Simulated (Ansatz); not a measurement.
## Al₂O₃, space group P-6m2: a relaxation driven by ASE

Program: the Python package of Ansatz (0.2.0).

`ase_relax_al2o3.py`:
```python
import warnings

import ansatz as az
from ase import Atoms
from ase.calculators.calculator import Calculator, all_changes
from ase.filters import FrechetCellFilter
from ase.optimize import LBFGS
from ase.units import GPa
import numpy as np

KGRID = (3, 3, 1)
SCF_TOL = 1e-09
MAX_ITERATIONS = 150
ECUT = 530
FUNCTIONAL = 'lda'
SMEARING = 'fixed'


class DFT(Calculator):
    implemented_properties = ['energy', 'free_energy', 'forces', 'stress']

    def calculate(self, atoms=None, properties=('energy',), system_changes=all_changes):
        super().calculate(atoms, properties, system_changes)
        bare = self.atoms.copy()
        bare.set_constraint()
        bare.set_momenta(None)
        job = (
            az.Crystal.from_ase(bare).calculation()
            .kpoints(*KGRID)
            .scf(tolerance=SCF_TOL, max_iterations=MAX_ITERATIONS)
            .basis(ECUT)
            .functional(FUNCTIONAL)
            .occupations(SMEARING)
            .forces()
            .stress()
        )
        report = job.run(threads=1, backend='cpu').report
        self.results['energy'] = self.results['free_energy'] = report['lagrangian_ev']
        self.results['forces'] = np.array(report['forces_ev_ang'])
        s = -np.array(report['stress_gpa']) * GPa  # ASE counts tension as positive
        self.results['stress'] = s[[0, 1, 2, 1, 0, 0], [0, 1, 2, 2, 2, 1]]

warnings.simplefilter('ignore')
atoms = Atoms(
    ['Al', 'Al', 'O', 'O', 'O'],
    cell=[(2.88432495, 0.0, 0.0), (-1.44216247, 2.49789868, 0.0), (0.0, 0.0, 9.33675446)],
    scaled_positions=[
        (0.0, 0.0, 0.14999233),
        (0.0, 0.0, 0.85000767),
        (1 / 3, 2 / 3, 0.22231692),
        (2 / 3, 1 / 3, 0.0),
        (1 / 3, 2 / 3, 0.77768308),
    ],
    pbc=True,
)
atoms.rattle(0.04, seed=18)
atoms.calc = DFT()
before = atoms.get_potential_energy(), atoms.get_volume()
target = FrechetCellFilter(atoms)
optimiser = LBFGS(target, logfile=None)


def tell():
    fmax = np.linalg.norm(target.get_forces(), axis=1).max()
    print(f'step {optimiser.nsteps:2d}  E = {atoms.get_potential_energy():.5f} eV  fmax = {fmax:.4f}  V = {atoms.get_volume():.3f} A^3')


optimiser.attach(tell)
met = optimiser.run(fmax=0.02, steps=15)
print('threshold met:', bool(met), ' energy gained:', round(before[0] - atoms.get_potential_energy(), 5), 'eV')
print('cell lengths and angles:', np.round(atoms.cell.cellpar(), 3))
print(np.round(atoms.get_scaled_positions(), 4))
```

Output of `python ase_relax_al2o3.py`:
```text
step  0  E = -2698.21903 eV  fmax = 1.8503  V = 67.269 A^3
step  1  E = -2698.33785 eV  fmax = 1.1602  V = 66.928 A^3
step  2  E = -2698.40684 eV  fmax = 0.4901  V = 66.212 A^3
step  3  E = -2698.41560 eV  fmax = 0.3571  V = 66.033 A^3
step  4  E = -2698.43205 eV  fmax = 0.1521  V = 65.198 A^3
step  5  E = -2698.43302 eV  fmax = 0.0910  V = 65.127 A^3
step  6  E = -2698.43395 eV  fmax = 0.0653  V = 64.999 A^3
step  7  E = -2698.43414 eV  fmax = 0.0606  V = 64.970 A^3
step  8  E = -2698.43443 eV  fmax = 0.0429  V = 64.917 A^3
step  9  E = -2698.43448 eV  fmax = 0.0280  V = 64.912 A^3
step 10  E = -2698.43452 eV  fmax = 0.0161  V = 64.909 A^3
threshold met: True  energy gained: 0.2155 eV
cell lengths and angles: [  2.844   2.851   9.26   89.972  90.037 120.183]
[[0.0176 0.0229 0.1474]
 [0.0017 0.9953 0.8518]
 [0.3488 0.6881 0.2186]
 [0.6696 0.3411 0.9997]
 [0.3339 0.663  0.7807]]
```

Caveats:
- The settings weren't tested for convergence.
- The calculator gives ASE the free energy under both names; ASE's own meaning of energy is the limit of zero smearing.
- Energy and stress may still move on a finer k-point mesh.
- At these settings the cell as given stands under about -7 GPa, so it isn't at this functional's equilibrium volume.
- The structure comes from a database of computed cells and needn't be a stable or known phase.
- The script silences warnings, which a real study should read.
- Wall time of the script: 11 s on 1 thread of Arm Neoverse V2 (shared host), peak memory 0.4 GiB.
